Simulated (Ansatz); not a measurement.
I need an SCF with some post-processing of HfIr3, space group Pm-3m. Use Ansatz 0.2.0, Python API. Settings: PBEsol, PAW, cutoff 380 eV, 7×7×7 k-points, tetrahedron smearing of 0.1 eV.

```cif
data_structure
_symmetry_space_group_name_H-M 'P 1'
_symmetry_Int_Tables_number 1
_cell_length_a 3.9260
_cell_length_b 3.9260
_cell_length_c 3.9260
_cell_angle_alpha 90.000
_cell_angle_beta 90.000
_cell_angle_gamma 90.000
_cell_volume 60.51
loop_
_atom_site_label
_atom_site_type_symbol
_atom_site_fract_x
_atom_site_fract_y
_atom_site_fract_z
_atom_site_occupancy
Hf1 Hf 0.00000 0.00000 0.00000 1
Ir1 Ir 0.00000 0.50000 0.50000 1
Ir2 Ir 0.50000 0.00000 0.50000 1
Ir3 Ir 0.50000 0.50000 0.00000 1
```

Script `report.py`:
```python
"""Electronic structure of HfIr3, looked at from several sides."""

from pathlib import Path
import sys

import ansatz
import numpy as np
from pymatgen.core import Structure
from scipy.ndimage import map_coordinates

params = {
    "ecut": 380,
    "occupations": "tetrahedron",
    "scf_tol": 1e-07,
}

system = (
    ansatz.Lattice.of([3.926, 0.0, 0.0], [0.0, 3.926, 0.0], [0.0, 0.0, 3.926])
    .atom("Hf", [0.0, 0.0, 0.0])
    .atom("Ir", [0.0, 0.5, 0.5])
    .atom("Ir", [0.5, 0.0, 0.5])
    .atom("Ir", [0.5, 0.5, 0.0])
)

setup = system.calculation()
setup = setup.functional(ansatz.Functional.PBESOL)
setup = setup.basis(params["ecut"]).accuracy("low")
setup = setup.kpoints(7, center="gamma").occupations(params["occupations"])
setup = setup.mixing("broyden", preconditioner="resta")
setup = setup.eigensolver("davidson", mixed_precision=False)
setup = setup.scf(tolerance=params["scf_tol"]).density_of_states(energy_step=0.05, projected=True)
setup = setup.populations()
setup = setup.band_table()
setup = setup.density()
setup = setup.electron_localization_function()
setup = setup.output_files(volumetric_format="npy")
try:
    res = setup.run()
except ansatz.NonConvergedError as error:
    sys.exit(f"no convergence: {error}")
except ansatz.RefusalError as error:
    sys.exit(f"input refused: {error}")
rep = res.report

energy = rep["free_energy_ev"]
print("HfIr3: {:.6f} eV = {:.6f} Ry = {:.6f} Ha".format(energy, energy / 13.605693, energy / 27.211386))
print("Fermi level {:.4f} eV, {} k-points, {} symmetry operations".format(rep["fermi_energy_ev"], rep["n_kpoints"], rep["n_symmetry_ops"]))

for term in (ansatz.EnergyTerm.SMEARING, ansatz.EnergyTerm.DISPERSION):
    print(f"F without {term.name.lower()}: {ansatz.free_energy_without(rep, term):.5f} eV")

dos = res.density_of_states()
energy = np.asarray(dos.energies_ev) - dos.fermi_ev
projected = res.projected_density_of_states()
# electrons in each projected shell, from the curves below the Fermi level
step = energy[1] - energy[0]
for index, site in enumerate(projected.sites):
    for shell in site.shells:
        curve = sum(np.sum(part.g_bin_mean_per_ev, axis=0) for part in shell.curves)
        print(f"site {index} {site.species:2s} {shell.label:3s} filled {curve[energy <= 0].sum() * step:7.3f}  at E_F {np.interp(0, energy, curve):7.3f} /eV")

files = Path(res.write_results("tables"))
print((files / "populations.tsv").read_text())

table = np.array(rep["eigenvalues_ev"]) - rep["fermi_energy_ev"]
filling = np.array(rep["occupations"])
weights = np.tile(rep["kweights"], len(table) // len(rep["kweights"]))
print("band   lowest  highest (eV from E_F)  electrons")
for band in range(table.shape[1]):
    if table[:, band].max() > -8:
        print(f"{band + 1:4d} {table[:, band].min():8.3f} {table[:, band].max():8.3f} {weights @ filling[:, band]:18.4f}")
print("electrons counted from the table:", round(float(weights @ filling.sum(axis=1)), 5))

# ELF is 0.5 in a uniform gas and nears 1 where pairs localise
folder = Path(res.write_results("elf"))
elf = np.load(folder / "elf.npy")
peak = np.unravel_index(elf.argmax(), elf.shape)
print(f"largest ELF {elf.max():.3f} at grid fractions", np.round(np.array(peak) / elf.shape, 3))
for level in (0.2, 0.5, 0.7, 0.8, 0.9):
    print(f"share of the cell with ELF over {level}: {np.mean(elf > level):.3f}")

final = Structure(res.lattice.cell_ang, [s.symbol for s in res.lattice.sites], [s.position_frac for s in res.lattice.sites])
# the grid holds the pseudo-density, which differs from the true one inside the cores
rho = res.density()
total = sum(channel.density_e_per_ang3 for channel in rho.channels[:2])
grid_cell = np.asarray(rho.fft_grid_basis) @ res.lattice.cell_ang
partner = min(final.get_neighbors(final[0], 5.0), key=lambda n: n.nn_distance)
line = np.linspace(final[0].coords, partner.coords, 9)
points = (line @ np.linalg.inv(grid_cell)) * rho.dims
values = map_coordinates(total, points.T, order=3, mode="grid-wrap")
print(f"from {final[0].specie} to {partner.specie}, {partner.nn_distance:.3f} A")
for t, value in zip(np.linspace(0, partner.nn_distance, 9), values):
    print(f"{t:7.3f} A  {value:9.4f} e/A^3")
```

Output of `python report.py`:
```text
DeckWarning: basis.ecutwfc = 380 eV is below the records' recommended 420 eV, and the density's cutoff is lower with it unless basis.ecutrho_ratio is high enough to keep the records' density cutoff: compare with a run at a higher cutoff
HfIr3: -50998.221304 eV = -3748.300164 Ry = -1874.150082 Ha
Fermi level 24.6152 eV, 20 k-points, 48 symmetry operations
F without smearing: -50998.21933 eV
F without dispersion: -50998.22130 eV
site 0 Hf 5S  filled   1.970  at E_F   0.001 /eV
site 0 Hf 6S  filled   0.912  at E_F   0.152 /eV
site 0 Hf 5P  filled   5.991  at E_F   0.002 /eV
site 0 Hf 5D  filled   3.266  at E_F   0.360 /eV
site 0 Hf 4F  filled  13.997  at E_F   0.001 /eV
site 1 Ir 5S  filled   1.978  at E_F   0.000 /eV
site 1 Ir 6S  filled   0.903  at E_F   0.029 /eV
site 1 Ir 5P  filled   5.988  at E_F   0.004 /eV
site 1 Ir 5D  filled   7.880  at E_F   0.730 /eV
site 2 Ir 5S  filled   1.978  at E_F   0.000 /eV
site 2 Ir 6S  filled   0.903  at E_F   0.029 /eV
site 2 Ir 5P  filled   5.988  at E_F   0.004 /eV
site 2 Ir 5D  filled   7.880  at E_F   0.730 /eV
site 3 Ir 5S  filled   1.978  at E_F   0.000 /eV
site 3 Ir 6S  filled   0.903  at E_F   0.029 /eV
site 3 Ir 5P  filled   5.988  at E_F   0.004 /eV
site 3 Ir 5D  filled   7.880  at E_F   0.730 /eV
# site	symbol	l	j	q
# orbitals = lowdin
# n_electrons = 77.000000
# spilling = 0.007881
0	Hf	0_5S	-	1.969562
0	Hf	0_6S	-	0.912453
0	Hf	1_5P	-	5.991159
0	Hf	2_5D	-	3.270586
0	Hf	3_4F	-	13.997212
1	Ir	0_5S	-	1.978276
1	Ir	0_6S	-	0.903956
1	Ir	1_5P	-	5.988403
1	Ir	2_5D	-	7.880105
2	Ir	0_5S	-	1.978276
2	Ir	0_6S	-	0.903956
2	Ir	1_5P	-	5.988403
2	Ir	2_5D	-	7.880105
3	Ir	0_5S	-	1.978276
3	Ir	0_6S	-	0.903956
3	Ir	1_5P	-	5.988403
3	Ir	2_5D	-	7.880105

band   lowest  highest (eV from E_F)  electrons
  24   -9.544   -5.601             2.0000
  25   -6.454   -4.917             2.0000
  26   -6.454   -4.570             2.0000
  27   -6.349   -4.388             2.0000
  28   -5.747   -3.172             2.0000
  29   -5.747   -3.172             2.0000
  30   -5.747   -2.848             2.0000
  31   -3.677   -2.243             2.0000
  32   -3.411   -1.856             2.0000
  33   -3.003   -1.786             2.0000
  34   -2.835    0.052             1.9989
  35   -2.151    0.086             1.9932
  36   -1.966    1.378             1.9387
  37   -1.646    1.954             1.9167
  38   -1.234    1.954             1.7109
  39   -0.864    1.954             1.3743
  40   -0.422    2.949             0.0674
  41    2.132    3.591             0.0000
  42    2.132    3.870             0.0000
  43    3.245    4.868             0.0000
  44    3.257    5.054             0.0000
  45    3.799    6.844             0.0000
  46    5.833    8.163             0.0000
  47    5.911    9.800             0.0000
electrons counted from the table: 77.0
largest ELF 0.847 at grid fractions [0.08 0.08 0.  ]
share of the cell with ELF over 0.2: 0.889
share of the cell with ELF over 0.5: 0.142
share of the cell with ELF over 0.7: 0.027
share of the cell with ELF over 0.8: 0.016
share of the cell with ELF over 0.9: 0.000
from Hf to Ir, 2.776 A
  0.000 A    35.5571 e/A^3
  0.347 A    21.1378 e/A^3
  0.694 A     4.5248 e/A^3
  1.041 A     0.5938 e/A^3
  1.388 A     0.3624 e/A^3
  1.735 A     0.7853 e/A^3
  2.082 A     3.5890 e/A^3
  2.429 A     8.4844 e/A^3
  2.776 A     8.9531 e/A^3
```
(Warnings from the package without file and line.)

What to keep in mind:
- These settings explore the input space; cutoff and mesh may be short of convergence.
- The cutoff lies under the one recommended for these potentials.
- For a metal this k-point mesh is coarse: on a finer one energies can move by several to tens of meV an atom and pressures by half a GPa or more, differences at one mesh by less.
- The zero of the levels is a convention of the potentials, so an absolute Fermi energy is no work function.
- Projections exist only for the shells that the potentials hold, some of them semicore, and samples at single energies can miss narrow peaks.
- Grid values close to the nuclei reflect the PAW or pseudopotential construction, not the all-electron fields.
- The starting cell is as deposited in a crystallographic database; the results hold for this polymorph, which needn't be the stable one.
- Levels are Kohn-Sham eigenvalues on this mesh, without spin-orbit coupling.
- The computed bands are complete only to about 5.9 eV above the Fermi level; beyond that the density of states is undercounted.
- Hardware and time: 2.7 s on 1 thread of Intel(R) Xeon(R) 6975P-C (Granite Rapids), with other jobs on the host, peak memory 0.45 GiB.

(Lines on the test bed's own set-up are left out of the output.)
